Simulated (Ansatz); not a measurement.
# GaAsH₂ (triplet): the correlation ladder, cc-pVTZ

An exercise on one series of results from a longer session: the logs are not shown, and one member is left open.

Computed with Ansatz 0.2.0, Gaussian basis. Level: cc-pVTZ, core rule «outside noble gas», up to 28 orbitals frozen.

To be run: UHF; CCSD(T) on ROHF; CCSD(T) on UHF; BCCD(T) on ROHF; CCSDT(Q) on ROHF; CCSDT(Q) on UHF.

7 further runs of the same task are left out: 4 for a known fault of the program, 3 set aside as unsound or not needed. Runs told in other sessions of the task aren't counted.

### What is computed

The geometry is a PBE0/def2-TZVP stationary point (not a proven minimum) of the parent state, kept for this charge and spin. No spin-orbit coupling is included. The filled d shell of Ga, As may be among the frozen orbitals whatever the setting's name suggests.

4 atoms, charge 0, spin multiplicity 3.

Atoms are counted from 1 here; the program's logs count them from 0.

Bond lengths: Ga1–As2 2.220 Å, Ga1–H3 1.558 Å, As2–H4 1.545 Å. Angles: As2–Ga1–H3 178.1°, Ga1–As2–H4 78.5°.

The first run:

Contents of in.yaml:

```yaml
crystal:
  periodic: [false, false, false]
  atoms:
    - {symbol: Ga, position_ang: [0.000000, -0.003661, 1.136466]}
    - {symbol: As, position_ang: [0.000000, 0.024500, -1.083153]}
    - {symbol: H, position_ang: [0.000000, -0.074329, 2.693107]}
    - {symbol: H, position_ang: [0.000000, -1.493518, -0.794465]}
basis:
  gaussian: {orbitals: cc-pVTZ}
magnetization: {spin_polarized: true, initial_magnetization: 2}
hamiltonian: {xc: hf}
output: {orbitals: {seedname: orbitals}}
```

Launch:

```bash
$ ansatz run in.yaml --threads 1 --pin off --events-out ev --progress --plain --max-ram 4096MiB --backend cpu
```

Steps of the session up to this table: UHF; CCSD(T) on ROHF; CCSD(T) on UHF; BCCD(T) on ROHF; CCSDT(Q) on ROHF; CCSDT(Q) on UHF.

One table of the session follows, with a row left open; its other results are not shown here.

It belongs to the step «Misses and costs». 

```
   method  from UCCSDT(Q) (meV)
     ROHF               +6130.9
      UHF               +5937.5
     RMP2                     ?
     UMP2               +1151.4
    RCCSD                +286.4
    UCCSD                +273.0
 RCCSD(T)                 +53.1
 UCCSD(T)                 +45.8
  BCCD(T)                 +53.0
   RCCSDT                 +19.7
   UCCSDT                 +11.0
RCCSDT(Q)                  +8.6
UCCSDT(Q)                     0
```

Q: Estimate the row for RMP2 from the others.

**Answer.** from UCCSDT(Q) (meV): +1120.5. In the column «from UCCSDT(Q) (meV)» it lies between RCCSD (+286.4) and UMP2 (+1151.4).

Caveats from the session: Restricted and unrestricted rows rest on different reference determinants; a gap between their highest levels can come from leftover correlation error, from unlike frozen cores or from another state.
